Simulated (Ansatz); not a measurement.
# C₂H₆GeO₂Si: a ladder of functionals and wavefunction methods

One table from this session's results is given with a row withheld; the runs are named, their logs left out.

Method: functionals in def2-TZVPP, the program's frozen cores in correlated methods; program: Ansatz 0.2.0, Gaussian basis.

Plan: PBE-D4, r2SCAN-D4, PBE0-D4, B3LYP-D4, ωB97X-V, ωB97M-V, B2PLYP; CCSD(T)/def2-TZVPP; MP2/def2-QZVPP; extrapolation to the limit.

### Structure used throughout

All runs share one geometry, relaxed beforehand with PBE0-D4 in a triple-zeta def2 set.

12 atoms, charge 0, spin multiplicity 1.

Atoms are counted from 1 here; the program's logs count them from 0.

Bond lengths: O1–Si2 1.639 Å, O1–H7 0.958 Å, Si2–O3 1.630 Å, Si2–C4 1.833 Å, Si2–H8 1.473 Å, O3–H9 0.959 Å, C4–C5 1.214 Å, C5–Ge6 1.903 Å, Ge6–H10 1.532 Å, Ge6–H11 1.533 Å, Ge6–H12 1.533 Å. Angles: Si2–O1–H7 116.9°, O1–Si2–O3 111.0°, O1–Si2–C4 107.2°, O1–Si2–H8 111.4°, O3–Si2–C4 111.6°, O3–Si2–H8 104.9°, C4–Si2–H8 110.8°, Si2–O3–H9 118.1°, Si2–C4–C5 179.2°, C4–C5–Ge6 179.2°, C5–Ge6–H10 108.5°, C5–Ge6–H11 108.5°, C5–Ge6–H12 108.5°, H10–Ge6–H11 110.5°, H10–Ge6–H12 110.5°, H11–Ge6–H12 110.3°.

Set-up of the first run:

File in.yaml:

```yaml
crystal:
  periodic: [false, false, false]
  atoms:
    - {symbol: O, position_ang: [-0.589569, -2.624144, -1.049146]}
    - {symbol: Si, position_ang: [0.757806, -1.780316, -0.651272]}
    - {symbol: O, position_ang: [1.569029, -2.511039, 0.559693]}
    - {symbol: C, position_ang: [0.220463, -0.092198, -0.182098]}
    - {symbol: C, position_ang: [-0.147629, 1.026064, 0.115663]}
    - {symbol: Ge, position_ang: [-0.699748, 2.786122, 0.583598]}
    - {symbol: H, position_ang: [-1.408854, -2.131172, -1.106308]}
    - {symbol: H, position_ang: [1.711660, -1.732176, -1.772106]}
    - {symbol: H, position_ang: [1.113057, -2.645974, 1.391955]}
    - {symbol: H, position_ang: [0.490894, 3.733390, 0.403535]}
    - {symbol: H, position_ang: [-1.854378, 3.194384, -0.338273]}
    - {symbol: H, position_ang: [-1.162731, 2.777057, 2.044759]}
basis:
  gaussian: {orbitals: def2-TZVPP}
hamiltonian: {xc: pbe, dispersion: d4}
output: {forces: true, orbitals: {seedname: orbitals}}
```

Command:

```bash
> ansatz run in.yaml --threads 2 --pin off --events-out ev --progress --plain --max-ram 22528MiB --backend cuda --devices 0, --max-vram 18GiB
```

Steps of the session up to this table: PBE-D4 (GGA); r2SCAN-D4 (meta-GGA); PBE0-D4 (hybrid); B3LYP-D4 (hybrid); ωB97X-V (range-separated); ωB97M-V (range-separated); B2PLYP (double hybrid); CCSD(T) in def2-TZVPP; MP2 in def2-QZVPP.

One of the session's tables, all rows but one given; the rest of the session is left out.

| method | atomisation energy (kJ/mol) |
| --- | --- |
| PBE-D4 | 4629.5 |
| r2SCAN-D4 | 4580.4 |
| PBE0-D4 | 4535.4 |
| B3LYP-D4 | 4545.9 |
| ωB97X-V | 4579.3 |
| ωB97M-V | 4572.3 |
| B2PLYP | ? |
| HF/def2-TZVPP | 3273.4 |
| MP2/def2-TZVPP | 4583.9 |
| CCSD/def2-TZVPP | 4395.8 |
| CCSD(T)/def2-TZVPP | 4475.2 |
| MP2/CBS | 4706.3 |
| CCSD(T)/CBS | 4597.6 |

**Question.** Estimate the row for B2PLYP.

The run gave: atomisation energy (kJ/mol): 4527.6. In the column «atomisation energy (kJ/mol)» it lies between CCSD(T)/def2-TZVPP (4475.2) and PBE0-D4 (4535.4).
